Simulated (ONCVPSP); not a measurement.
**An ONCV potential for B, from input to tests**

Do these settings give a usable potential? It is generated, then checked for transferability, scattering, ghosts and hardness.

Program: ONCVPSP 4.0.1.1 (patched build). Reference atom: LDA (Perdew-Wang 92), scalar-relativistic, spherical and spin-unpolarised. All values are calculated.

### Step 1. The atom and the settings

The settings as typed:

| Quantity | Value |
| --- | --- |
| element | boron (B, Z = 5) |
| type | optimised norm-conserving Vanderbilt (ONCV) |
| frozen core | [He] |
| valence charge | 3 |
| reference configuration | 2s2 2p1 |
| partial waves | 2s: rc 1.05 bohr, ncon 5, nbas 9, qcut 7.4 1/bohr, 2 projectors, debl 3.1 Ha; 2p: rc 3.10 bohr, ncon 4, nbas 9, qcut 3.6 1/bohr, 1 projector; d scattering state at 0.08 Ha: rc 2.95 bohr, ncon 4, nbas 8, qcut 3.4 1/bohr, 2 projectors, debl 3 Ha |
| local potential | polynomial inside 0.70 bohr (lpopt 3, dvloc0 2 Ha) |
| core correction | not asked for |

An earlier all-electron run gives the scale for the radii.

All-electron outer shells of the reference configuration (LDA (PZ), scalar-relativistic, ld1.x):

```csv
shell,level (eV),outermost node (bohr),outermost maximum (bohr)
1s,-178.66,–,0.21
2s,-9.39,0.46,1.52
2p,-3.72,–,1.55
```

### Step 2. Generation

Contents of B.dat:

```
# ATOM AND REFERENCE CONFIGURATION
# atsym  z   nc   nv     iexc    psfile
  B 5.00    1    2  -001012      upf
#
#   n    l    f
    1    0    2.00
    2    0    2.00
    2    1    1.00
#
# PSEUDOPOTENTIAL AND OPTIMIZATION
# lmax
    2
#
#   l,   rc,      ep,       ncon, nbas, qcut
    0    1.05    0.00    5    9    7.40
    1    3.10    0.00    4    9    3.60
    2    2.95    0.08    4    8    3.40
#
# LOCAL POTENTIAL
# lloc, lpopt,  rc(5),   dvloc0
    4    3    0.70    2.00
#
# VANDERBILT-KLEINMAN-BYLANDER PROJECTORs
# l, nproj, debl
    0    2    3.10
    1    1    2.70
    2    2    3.00
#
# MODEL CORE CHARGE
# icmod, fcfact, rcfact
    0    0.00    0.00
#
# LOG DERIVATIVE ANALYSIS
# epsh1, epsh2, depsh
   -2.00    5.00    0.02
#
# OUTPUT GRID
# rlmax, drl
    6.00    0.01
#
# TEST CONFIGURATIONS
# ncnf
    4
# nvcnf
#   n    l    f
    2
    2    0    2.00
    2    1    0.00
#
    2
    2    0    1.00
    2    1    0.00
#
    2
    2    0    2.00
    2    1    0.50
#
    2
    2    0    1.00
    2    1    1.00
#
```

On the command line:

```console
$ oncvpsp.x < B.dat > B.out
```

What does the calculation give? Wanted: cutoffs for 1 and 0.1 mHa per electron, occupied waves; bound ghosts; GHOST(+) flags; largest test error; largest phase difference near zero energy, channels read.

As calculated:

```
                                                quantity                  value
  cutoffs for 1 and 0.1 mHa per electron, occupied waves       32 Ha and 184 Ha
                                            bound ghosts        s at -125.44 eV
                                          GHOST(+) flags     none at low energy
                            largest test error (AE − PS)  +457 meV, for 2s1 2p0
largest phase difference near zero energy, channels read              0.115 rad
```

In words: It has a bound ghost (s), a state that the atom doesn't have, and that rules the file out. The worst unpolarised test, 2s1 2p0, is off by 457 meV on 33.6 eV; by total energies transferability rates as poor. By its cutoff, 32 Ha for the looser tolerance, it is of middling hardness. The tighter tolerance needs 184 Ha, and converged work needs a cutoff nearer that. At the looser tolerance the 2s wave is the slowest; 2p needs 5 Ha. Near zero energy the largest phase difference among the channels read is 0.12 rad, in the p channel. All of this concerns the isolated atom, not yet a solid.
